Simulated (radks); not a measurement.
# Ho in [Xe] 4f11.25 6s1.75: an all-electron calculation

What are the levels of neutral holmium, how large are its shells, and how does its energy divide?

Method: scalar-relativistic Kohn-Sham, LDA (Slater exchange, Perdew-Wang correlation), spin-polarised, spherical densities, finite nucleus; open shells are filled with parallel spins first. Code: radks (a radial shooting solver on a logarithmic mesh, Libxc functionals) version 1.

### 1 The atom as given

- element: holmium (Z = 67)
- charge: 0
- electrons: 67
- configuration: [Xe] 4f11.25 6s1.75
- nuclear rms radius: 5.2022 fm

### 2 Self-consistent calculation

Settings of this run:

```text
Z 67
configuration [Xe] 4f11.25 6s1.75
relativity scalar-relativistic
functional lda,pw
spin polarised
nucleus finite rms 5.2022 fm
c 137.035999084
```

**Question.** What will this run give?

The runs gave:

```
                        quantity                     value
                    total energy       -12607.1262 hartree
exchange-correlation share of it                    2.08 %
                            −T/E                    1.0810
          highest occupied level        4f down, -0.725 eV
    most extended occupied level  6s down, <r> = 4.14 bohr
 radius at density 0.001 e/bohr³                 5.04 bohr
    maxima of the radial density                         4
```

6 principal shells are occupied and 4 maxima appear in the radial density; where shells overlap, one shows as a shoulder or not at all. −T/E is 1.081: with relativity the kinetic term as defined here no longer equals −E. This is not the tabulated ground configuration, so its levels and sizes aren't those of the ground state, and no measured value stands beside it.
